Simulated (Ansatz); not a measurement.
# interstitial Li in SiO2: molecular dynamics

The plan is to see whether the interstitial stays in its void or moves on. The start is relaxed first. Runs: 40 steps of 1 fs under a Langevin thermostat at 900 K; 70 steps of 1 fs under a Langevin thermostat at 1260 K. The host cell (P4_12_12) has 24 atoms, cell charge +1; the extra atom is the last.

All numbers below are computed with Ansatz 0.2.0 (DFT r2SCAN, plane waves, PAW, scalar-relativistic, no spin polarisation).

### 1 The system as given

The cell holds 25 atoms (LiO16Si8): a = 7.046 Å, b = 7.046 Å, c = 6.963 Å, α = 90.00°, β = 90.00°, γ = 90.00°.

Its coordinates follow in the input file.

### 2 Relaxing the start

Input file input.yaml:

```yaml
accuracy: low
crystal:
  lattice:
    - [-4.982, -4.982, 0.0]
    - [4.982, -4.982, 0.0]
    - [0.0, 0.0, 6.963]
  atoms:
    - { symbol: Si, position: [0.20103, 0.5, 0.0] }
    - { symbol: Si, position: [0.0, 0.20103, 0.25] }
    - { symbol: Si, position: [0.79897, 0.5, 0.5] }
    - { symbol: Si, position: [0.0, 0.79897, 0.75] }
    - { symbol: O, position: [0.32832, 0.56821, 0.17813] }
    - { symbol: O, position: [0.93179, 0.32832, 0.42813] }
    - { symbol: O, position: [0.67168, 0.43179, 0.67813] }
    - { symbol: O, position: [0.06821, 0.67168, 0.92813] }
    - { symbol: O, position: [0.93179, 0.67168, 0.57187] }
    - { symbol: O, position: [0.67168, 0.56821, 0.32187] }
    - { symbol: O, position: [0.06821, 0.32832, 0.07187] }
    - { symbol: O, position: [0.32832, 0.43179, 0.82187] }
    - { symbol: Si, position: [0.70103, 0.0, 0.0] }
    - { symbol: Si, position: [0.5, 0.70103, 0.25] }
    - { symbol: Si, position: [0.29897, 0.0, 0.5] }
    - { symbol: Si, position: [0.5, 0.29897, 0.75] }
    - { symbol: O, position: [0.82832, 0.06821, 0.17813] }
    - { symbol: O, position: [0.43179, 0.82832, 0.42813] }
    - { symbol: O, position: [0.17168, 0.93179, 0.67813] }
    - { symbol: O, position: [0.56821, 0.17168, 0.92813] }
    - { symbol: O, position: [0.43179, 0.17168, 0.57187] }
    - { symbol: O, position: [0.17168, 0.06821, 0.32187] }
    - { symbol: O, position: [0.56821, 0.82832, 0.07187] }
    - { symbol: O, position: [0.82832, 0.93179, 0.82187] }
    - { symbol: Li, position: [0.7543705, 0.0552224, 0.5053479] }
total_charge: 1
basis:
  ecutwfc: 500.0
kpoints:
  mp_grid: { grid: [1, 1, 1] }
hamiltonian:
  xc: r2scan
  pseudopotentials: { kind: paw, azcp: { folder: soft_1 } }
scf:
  occupations: { method: fermi_dirac, width: 0.05 }
  lower_state_search: "off"
relax:
  f_tol: 0.08
  max_steps: 25
  adjacent_minimum: "off"
```

On the command line:

```bash
$ ansatz run input.yaml --threads 1 --pin off --max-ram 3072MiB --backend cpu --events-out ev --progress --plain --runs-dir out
```

The program printed, shortened:

```text
settings of this run that can trade accuracy for cost: accuracy: low. Do not mix this run's numbers with those of runs without the same settings; the input reference describes each key
Warning: RAYON_NUM_THREADS=1 ignored (pool sized by the plan → 1); use --threads N
[...]
Pseudopotentials: kind: paw
Pseudopotential: Si, paw, valence charge 4, recommended cutoff 500 eV (meta_gga), <dir>
Pseudopotential: O, paw, valence charge 6, recommended cutoff 500 eV (meta_gga), <dir>
Pseudopotential: Li, paw, valence charge 3, recommended cutoff 500 eV (meta_gga), <dir>
Functional definition: r2SCAN
[...]
Crystal: 25 atoms, lattice volume = 345.648 Å³
[...]
k-points: 1
[...]
SCF iter   1: F=-14426.900580 eV  HF=-14464.744788 eV  |F-HF|=3.78e1  |Δ(HF+E_count)|=         —  Δρ=1.37e-1  dr2=5.85e1  dr2_τ=6.11e0  ethr=3.10e-3  ⟨swp⟩=6.0  Hψ=408  notcnv=0  defer=12
[...]
relax step   1: F+E_penalty+E_count = -14451.20640972 eV  Δ(F+E_penalty+E_count) = +0.000e0 eV  max|allowed force component| = 1.831e0 eV/Å  Δτ_max = 0.0000 Å  (8 SCF iters, dr2 threshold 1.00e-4 eV, accepted)
[...]
relax step   3: F+E_penalty+E_count = -14451.68477547 eV  Δ(F+E_penalty+E_count) = -2.667e-1 eV  max|allowed force component| = 4.559e-1 eV/Å  Δτ_max = 0.1945 Å  (6 SCF iters, dr2 threshold 9.41e-5 eV, accepted)
[...]
relax step   4: F+E_penalty+E_count = -14451.72631430 eV  Δ(F+E_penalty+E_count) = -4.154e-2 eV  max|allowed force component| = 4.754e-1 eV/Å  Δτ_max = 0.1438 Å  (6 SCF iters, dr2 threshold 2.87e-5 eV, accepted)
[...]
```

### 3 The log goes on: start relaxed

The log, continued:

```text
preconditioner: auto → Resta (q_TF=auto, 2.318 Å⁻¹)  ε∞=2.9  [insulator: Δε(μ)=6.116 eV  Ē_g=16.378 eV  σ=0.050 eV  W_gap=1.00  n_scr=80 (ndim 8)  ℏωp=22.6 eV  f_vac=0.214  D(μ)=0.00/eV (n_scr^D=0)  ε∞_Penn≈2.9]
relax step   5: F+E_penalty+E_count = -14451.84374113 eV  Δ(F+E_penalty+E_count) = -1.174e-1 eV  max|allowed force component| = 1.853e-1 eV/Å  Δτ_max = 0.2000 Å  (6 SCF iters, dr2 threshold 3.12e-5 eV, accepted)
automatic band count: iteration 1 solves 75 bands in place of 90: the levels show a gap, and the empty bands left out lie too high to hold charge; the band table lists the bands solved (type scf.n_extra_bands for more)
preconditioner: auto → Resta (q_TF=auto, 2.318 Å⁻¹)  ε∞=2.9  [insulator: Δε(μ)=6.157 eV  Ē_g=16.396 eV  σ=0.050 eV  W_gap=1.00  n_scr=80 (ndim 8)  ℏωp=22.6 eV  f_vac=0.216  D(μ)=0.00/eV (n_scr^D=0)  ε∞_Penn≈2.9]
relax step   6: F+E_penalty+E_count = -14451.88898678 eV  Δ(F+E_penalty+E_count) = -4.525e-2 eV  max|allowed force component| = 9.595e-2 eV/Å  Δτ_max = 0.2000 Å  (9 SCF iters, accepted)
automatic band count: iteration 1 solves 75 bands in place of 90: the levels show a gap, and the empty bands left out lie too high to hold charge; the band table lists the bands solved (type scf.n_extra_bands for more)
preconditioner: auto → Resta (q_TF=auto, 2.318 Å⁻¹)  ε∞=2.9  [insulator: Δε(μ)=6.269 eV  Ē_g=16.479 eV  σ=0.050 eV  W_gap=1.00  n_scr=80 (ndim 8)  ℏωp=22.6 eV  f_vac=0.217  D(μ)=0.00/eV (n_scr^D=0)  ε∞_Penn≈2.9]
relax step   7: F+E_penalty+E_count = -14451.90402530 eV  Δ(F+E_penalty+E_count) = -1.504e-2 eV  max|allowed force component| = 1.292e-1 eV/Å  Δτ_max = 0.1017 Å  (8 SCF iters, accepted)
automatic band count: iteration 1 solves 75 bands in place of 90: the levels show a gap, and the empty bands left out lie too high to hold charge; the band table lists the bands solved (type scf.n_extra_bands for more)
preconditioner: auto → Resta (q_TF=auto, 2.318 Å⁻¹)  ε∞=2.9  [insulator: Δε(μ)=6.201 eV  Ē_g=16.430 eV  σ=0.050 eV  W_gap=1.00  n_scr=80 (ndim 8)  ℏωp=22.6 eV  f_vac=0.217  D(μ)=0.00/eV (n_scr^D=0)  ε∞_Penn≈2.9]
relax step   8: F+E_penalty+E_count = -14451.91876246 eV  Δ(F+E_penalty+E_count) = -1.474e-2 eV  max|allowed force component| = 2.390e-1 eV/Å  Δτ_max = 0.1947 Å  (9 SCF iters, accepted)
automatic band count: iteration 1 solves 75 bands in place of 90: the levels show a gap, and the empty bands left out lie too high to hold charge; the band table lists the bands solved (type scf.n_extra_bands for more)
preconditioner: auto → Resta (q_TF=auto, 2.318 Å⁻¹)  ε∞=2.9  [insulator: Δε(μ)=6.187 eV  Ē_g=16.478 eV  σ=0.050 eV  W_gap=1.00  n_scr=80 (ndim 8)  ℏωp=22.6 eV  f_vac=0.219  D(μ)=0.00/eV (n_scr^D=0)  ε∞_Penn≈2.9]
relax step   9: F+E_penalty+E_count = -14451.90815146 eV  Δ(F+E_penalty+E_count) = +1.061e-2 eV  max|allowed force component| = 3.059e-1 eV/Å  Δτ_max = 0.2000 Å  (7 SCF iters, dr2 threshold 5.71e-5 eV, rejected (line search))
automatic band count: iteration 1 solves 75 bands in place of 90: the levels show a gap, and the empty bands left out lie too high to hold charge; the band table lists the bands solved (type scf.n_extra_bands for more)
preconditioner: auto → Resta (q_TF=auto, 2.318 Å⁻¹)  ε∞=2.9  [insulator: Δε(μ)=6.241 eV  Ē_g=16.491 eV  σ=0.050 eV  W_gap=1.00  n_scr=80 (ndim 8)  ℏωp=22.6 eV  f_vac=0.220  D(μ)=0.00/eV (n_scr^D=0)  ε∞_Penn≈2.9]
relax step  10: F+E_penalty+E_count = -14451.93883336 eV  Δ(F+E_penalty+E_count) = -2.007e-2 eV  max|allowed force component| = 2.632e-2 eV/Å  Δτ_max = 0.0863 Å  (8 SCF iters, accepted)
preconditioner: auto → Resta (q_TF=auto, 2.318 Å⁻¹)  ε∞=2.6  [insulator: Δε(μ)=6.274 eV  Ē_g=17.913 eV  σ=0.050 eV  W_gap=1.00  n_scr=80 (ndim 8)  ℏωp=22.6 eV  f_vac=0.219  D(μ)=0.00/eV (n_scr^D=0)  ε∞_Penn≈2.6]
Free energy (F): -14451.938833 eV
Harris-Foulkes:  -14451.938833 eV  (|F-HF|=2.84e-8)
Internal energy: -14451.938833 eV  (E = F + TS)
E sigma→0 (E₀):  -14451.938833 eV
Fermi energy:    4.217589 eV
--- Per-component energies (eV) ---
  E_band       = -865.845227
  E_kinetic    = 3139.278350
  E_local      = -9041.607692  (includes V_loc(G=0)·N_el)
  E_nonlocal   = 974.790690
  E_hartree    = 3391.983261
  E_xc         = -1574.264807
  E_vxc        = -2075.822635  (∫ρ·V_xc dr)
  E_paw        = -6825.698982  (= ΣΔE_a)
  E_vpaw       = -776.959903  (= ΣTr[D̂ρ^β])
  E_aug_tail   = 0.004592  (compensation charges beyond the density's cutoff)
  E_vtau       = 130.503151  (kinetic-family band-sum trace: ∫τ·v_τ [+ j·A + Jᵃ·Aᵃ] dr)
  E_ewald      = -4515.301724
  E_core_change = -1.122523  (= ΣΔE_core)
  E_smearing   = -0.000000  (= −TS)
[...]
  E_closure    = -0.000000  (closes the sum)
  E_deformation_potential = 10.859297  (in the stress; not in F)
  Σ components = -14451.938833   (vs F -14451.938833, Δ=0.00e0)
--- Forces (eV/Å), atoms counted from 1 ---
  atom   1  Si     0.00887222     0.00660769    -0.00200143
  atom   2  Si    -0.01508562     0.01798186     0.00330603
  atom   3  Si    -0.00529942     0.01027817     0.00934154
  atom   4  Si     0.00100148     0.01107826     0.01742617
  atom   5  O     -0.00557875    -0.01082757    -0.00130761
  atom   6  O     -0.00413915     0.02629839    -0.00973310
  atom   7  O      0.01348120    -0.00727846    -0.00834001
  atom   8  O     -0.00029182    -0.01736694    -0.00491132
  atom   9  O     -0.01362486    -0.00566160    -0.00815441
  atom  10  O     -0.00023294    -0.00581797     0.01067947
  atom  11  O      0.01030361     0.00159541     0.00907925
  atom  12  O     -0.00765045    -0.01567425    -0.00206136
  atom  13  Si    -0.00423253    -0.00450736     0.01491213
  atom  14  Si     0.02429966     0.01210237    -0.01233605
  atom  15  Si    -0.00813166    -0.01856191     0.00183460
  atom  16  Si     0.00512116    -0.00977925    -0.00149197
  atom  17  O      0.00114795    -0.01203603     0.00597258
  atom  18  O     -0.00503064    -0.01475211     0.01211495
  atom  19  O      0.00468324    -0.00436231    -0.01163087
  atom  20  O      0.00543754     0.00912314    -0.00771965
  atom  21  O      0.00063428     0.00605960     0.00899770
  atom  22  O     -0.00476343    -0.01344548    -0.00843692
  atom  23  O     -0.00681446     0.01619075    -0.00282607
  atom  24  O     -0.01443964     0.00277434    -0.00739871
  atom  25  Li     0.02017297     0.02001229    -0.00544436
  max |Σ_I F_I| component: 1.60e-4 eV/Å
--- Relaxed structure (10 steps of the walk, 9 accepted, 0 SCFs on fresh bases) ---
  F+E_penalty+E_count = -14451.93883336 eV   max|allowed force component| = 2.632e-2 eV/Å
  atoms:
    - { symbol: Si, position: [0.18457890225355647, 0.5175265826402579, 0.017703144404374406] }
    - { symbol: Si, position: [-0.005112861399223456, 0.20407537613553695, 0.25641747193455067] }
    - { symbol: Si, position: [0.7746555491025454, 0.4839701709675833, 0.5036759747240362] }
    - { symbol: Si, position: [0.0030198100223386426, 0.7854380016918552, 0.7205410873453478] }
    - { symbol: O, position: [0.3100940981544605, 0.615075409851028, 0.18389610955568764] }
    - { symbol: O, position: [0.8669092969731331, 0.2773858455331546, 0.4407986582948214] }
    - { symbol: O, position: [0.6522478280914897, 0.450508585367985, 0.6966979815648606] }
    - { symbol: O, position: [0.060364128150291296, 0.6779609895032805, 0.9127789551371086] }
    - { symbol: O, position: [0.9307324021513393, 0.6456144663997018, 0.5516607066779374] }
    - { symbol: O, position: [0.649226209931241, 0.5543407778404056, 0.3247552181690473] }
    - { symbol: O, position: [0.03257849978487248, 0.37413423705342713, 0.11084049797622263] }
    - { symbol: O, position: [0.315763670616344, 0.40641068449224926, 0.8638583059069621] }
    - { symbol: Si, position: [0.7285343458759808, -0.012300790293453767, -0.016890241344930484] }
    - { symbol: Si, position: [0.5099784495123049, 0.7115437658888523, 0.23486140831796432] }
    - { symbol: Si, position: [0.3159215444694994, 0.01279327554966922, 0.4926864987378086] }
    - { symbol: Si, position: [0.5012509593426893, 0.30181670821158735, 0.7850750127726128] }
    - { symbol: O, position: [0.8753260617079303, 0.033743215304069984, 0.15692236609380336] }
    - { symbol: O, position: [0.47928151746296244, 0.8784125284010343, 0.3964987263822742] }
    - { symbol: O, position: [0.18117001979064373, 0.9030859691327685, 0.639828833380651] }
    - { symbol: O, position: [0.5997643803907544, 0.17419999880838424, 0.9496685382316251] }
    - { symbol: O, position: [0.4542773116411438, 0.15896776554206152, 0.6064030101887827] }
    - { symbol: O, position: [0.1933152125406796, 0.11937751992686266, 0.33212545619931333] }
    - { symbol: O, position: [0.6030045654051684, 0.8070828001905374, 0.046229228415137505] }
    - { symbol: O, position: [0.8313349302448027, 0.9366706737493821, 0.7755844847879153] }
    - { symbol: Li, position: [0.7061536677830516, 0.03738784211177887, 0.5227304661460864] }
settings of this run that can trade accuracy for cost: accuracy: low. Do not mix this run's numbers with those of runs without the same settings; the input reference describes each key
```

It took 2.7 min on 1 thread of Intel Xeon Platinum 8259CL at 2.50GHz (Skylake/Cascade Lake), shared host; peak memory 0.76 GiB.

Step by step:

```csv
step,energy from step 1 (eV/cell),largest force component (eV/Å)
1,0.0000,1.8310
2,-0.2116,1.2267
3,-0.4784,0.4559
4,-0.5199,0.4754
5,-0.6373,0.1853
6,-0.6826,0.0960
7,-0.6976,0.1292
8,-0.7124,0.2390
9x,-0.7017,0.3059
10,-0.7324,0.0263
```

Step 1 is the start. 1 step was tried and not accepted (marked x).

The atom that moved most is O6, by 0.59 Å.

### 4 Run 1

40 steps of 1 fs under a Langevin thermostat at 900 K, from the relaxed start.

Input file input.yaml:

```yaml
accuracy: low
crystal:
  lattice:
    - [-4.982, -4.982, 0.0]
    - [4.982, -4.982, 0.0]
    - [0.0, 0.0, 6.963]
  atoms:
    - { symbol: Si, position: [0.1845789, 0.51752658, 0.01770314] }
    - { symbol: Si, position: [-0.00511286, 0.20407538, 0.25641747] }
    - { symbol: Si, position: [0.77465555, 0.48397017, 0.50367597] }
    - { symbol: Si, position: [0.00301981, 0.785438, 0.72054109] }
    - { symbol: O, position: [0.3100941, 0.61507541, 0.18389611] }
    - { symbol: O, position: [0.8669093, 0.27738585, 0.44079866] }
    - { symbol: O, position: [0.65224783, 0.45050859, 0.69669798] }
    - { symbol: O, position: [0.06036413, 0.67796099, 0.91277896] }
    - { symbol: O, position: [0.9307324, 0.64561447, 0.55166071] }
    - { symbol: O, position: [0.64922621, 0.55434078, 0.32475522] }
    - { symbol: O, position: [0.0325785, 0.37413424, 0.1108405] }
    - { symbol: O, position: [0.31576367, 0.40641068, 0.86385831] }
    - { symbol: Si, position: [0.72853435, -0.01230079, -0.01689024] }
    - { symbol: Si, position: [0.50997845, 0.71154377, 0.23486141] }
    - { symbol: Si, position: [0.31592154, 0.01279328, 0.4926865] }
    - { symbol: Si, position: [0.50125096, 0.30181671, 0.78507501] }
    - { symbol: O, position: [0.87532606, 0.03374322, 0.15692237] }
    - { symbol: O, position: [0.47928152, 0.87841253, 0.39649873] }
    - { symbol: O, position: [0.18117002, 0.90308597, 0.63982883] }
    - { symbol: O, position: [0.59976438, 0.1742, 0.94966854] }
    - { symbol: O, position: [0.45427731, 0.15896777, 0.60640301] }
    - { symbol: O, position: [0.19331521, 0.11937752, 0.33212546] }
    - { symbol: O, position: [0.60300457, 0.8070828, 0.04622923] }
    - { symbol: O, position: [0.83133493, 0.93667067, 0.77558448] }
    - { symbol: Li, position: [0.70615367, 0.03738784, 0.52273047] }
total_charge: 1
basis:
  ecutwfc: 500.0
kpoints:
  mp_grid: { grid: [1, 1, 1] }
hamiltonian:
  xc: r2scan
  pseudopotentials: { kind: paw, azcp: { folder: soft_1 } }
scf:
  occupations: { method: fermi_dirac, width: 0.05 }
  lower_state_search: "off"
md:
  timestep: 1
  n_steps: 40
  ensemble: nvt_langevin
  temperature: 900.0
  initial_velocities: maxwell_boltzmann
  seed: 878142
  friction: 0.05
```

On the command line:

```bash
$ ansatz run input.yaml --threads 1 --pin off --max-ram 3072MiB --backend cpu --events-out ev --progress --plain --runs-dir out
```

The program printed, shortened:

```text
Warning: md: disabling space-group detection — thermal motion breaks the input geometry's symmetry, so no spatial operation reduces the k-mesh or symmetrises the density; time reversal is kept, so that k and −k are solved as one point where they differ and the mesh holds both, and exact [...]
settings of this run that can trade accuracy for cost: accuracy: low. Do not mix this run's numbers with those of runs without the same settings; the input reference describes each key
Warning: RAYON_NUM_THREADS=1 ignored (pool sized by the plan → 1); use --threads N
[...]
Pseudopotentials: kind: paw
[...]
md step     3: t =     3.00 fs  T =   663.4 K  F+E_penalty+E_count = -14451.65363245 eV  E_kin = 2.143618 eV  (8 SCF iters)
[...]
md step     6: t =     6.00 fs  T =   681.1 K  F+E_penalty+E_count = -14451.04749249 eV  E_kin = 2.200844 eV  (6 SCF iters)
[...]
md step     9: t =     9.00 fs  T =   542.5 K  F+E_penalty+E_count = -14450.57193472 eV  E_kin = 1.753114 eV  (7 SCF iters)
[...]
md step    11: t =    11.00 fs  T =   598.6 K  F+E_penalty+E_count = -14450.46444789 eV  E_kin = 1.934336 eV  (6 SCF iters)
[...]
md step    12: t =    12.00 fs  T =   684.2 K  F+E_penalty+E_count = -14450.46406197 eV  E_kin = 2.211048 eV  (6 SCF iters)
[...]
```

### 5 More of the same log: dynamics from the start

Output, continued, shortened:

```text
[...]
md step    13: t =    13.00 fs  T =   661.2 K  F+E_penalty+E_count = -14450.44237756 eV  E_kin = 2.136804 eV  (6 SCF iters)
[...]
md step    20: t =    20.00 fs  T =   515.3 K  F+E_penalty+E_count = -14449.94878676 eV  E_kin = 1.665111 eV  (8 SCF iters)
[...]
md step    27: t =    27.00 fs  T =   727.5 K  F+E_penalty+E_count = -14449.97646911 eV  E_kin = 2.350772 eV  (6 SCF iters)
[...]
  atom   6  O     -0.28815495    -1.96199400    -0.68688944
  atom   7  O     -0.56098514    -3.88095012    -2.28088210
  atom   8  O     -0.01009636    -0.09263289     0.95130156
[...]
--- MD trajectory: 40 steps, t = 0.0 → 40.0 fs ---
  final state: T = 740.2 K   F+E_penalty+E_count = -14449.74598649 eV   E_kin = 2.391998 eV
settings of this run that can trade accuracy for cost: accuracy: low. Do not mix this run's numbers with those of runs without the same settings; the input reference describes each key
```

It took 11 min on 1 thread of Intel Xeon Platinum 8259CL at 2.50GHz (Skylake/Cascade Lake), shared host; peak memory 0.8 GiB.

### 6 The trajectory

One step in 3; energies are changes from step 0; msd is the mean square displacement from the start, the centre of mass held:

```csv
time (fs),T (K),potential energy change (meV/atom),msd Li (Å²),msd O (Å²),msd Si (Å²)
0.0,864,0.0,0.000,0.000,0.000
3.0,663,11.4,0.003,0.001,0.000
6.0,681,35.7,0.010,0.005,0.001
9.0,543,54.7,0.014,0.008,0.002
12.0,684,59.0,0.016,0.011,0.004
15.0,653,64.5,0.013,0.013,0.006
18.0,526,75.3,0.014,0.016,0.007
21.0,585,80.3,0.020,0.018,0.008
24.0,627,81.4,0.022,0.020,0.008
27.0,727,78.5,0.027,0.022,0.007
30.0,693,80.2,0.037,0.024,0.008
33.0,761,90.1,0.051,0.027,0.008
36.0,636,99.0,0.068,0.029,0.009
39.0,621,90.4,0.067,0.030,0.010
40.0,740,87.7,0.066,0.030,0.010
```

time (fs), T (K) and a bar:
```
      0.0        864 ##############################
      2.0        703 ################
      3.0        663 #############
      5.0        734 ###################
      7.0        629 ##########
      9.0        543 ##
     10.0        555 ###
     12.0        684 ##############
     14.0        732 ###################
     16.0        646 ###########
     17.0        599 #######
     19.0        539 ##
     21.0        585 ######
     23.0        555 ###
     24.0        627 #########
     26.0        669 #############
     28.0        598 #######
     30.0        693 ###############
     31.0        787 #######################
     33.0        761 #####################
     35.0        607 ########
     37.0        519 
     38.0        622 #########
     40.0        740 ###################
```

Pair distribution over the second half of the run:

```csv
r (Å),g O–O,g Si–O,g Si–Si
0.68,0.00,0.00,0.00
0.84,0.00,0.00,0.00
1.00,0.00,0.00,0.00
1.16,0.00,0.00,0.00
1.32,0.00,0.00,0.00
1.48,0.00,2.66,0.00
1.64,0.00,12.29,0.00
1.80,0.00,1.27,0.00
1.96,0.00,0.00,0.00
2.12,0.00,0.00,0.00
2.28,0.00,0.00,0.00
2.44,1.21,0.00,0.00
2.60,4.83,0.00,0.00
2.76,3.27,0.00,0.00
2.92,0.47,0.00,1.34
3.08,0.13,0.00,7.20
3.24,0.54,0.28,1.76
3.40,0.44,0.46,0.00
```

First peaks of g(r) (not always the tallest), and, where a minimum follows, the mean number of second-named atoms round a first-named one up to the next minimum:

```csv
pair,peak (Å),height,minimum (Å),neighbours
O–O,2.60,4.8,3.00,6.0
Si–O,1.64,12.3,1.96,4.0
Si–Si,3.08,7.2,-,-
```

[end of part 1 of 2]
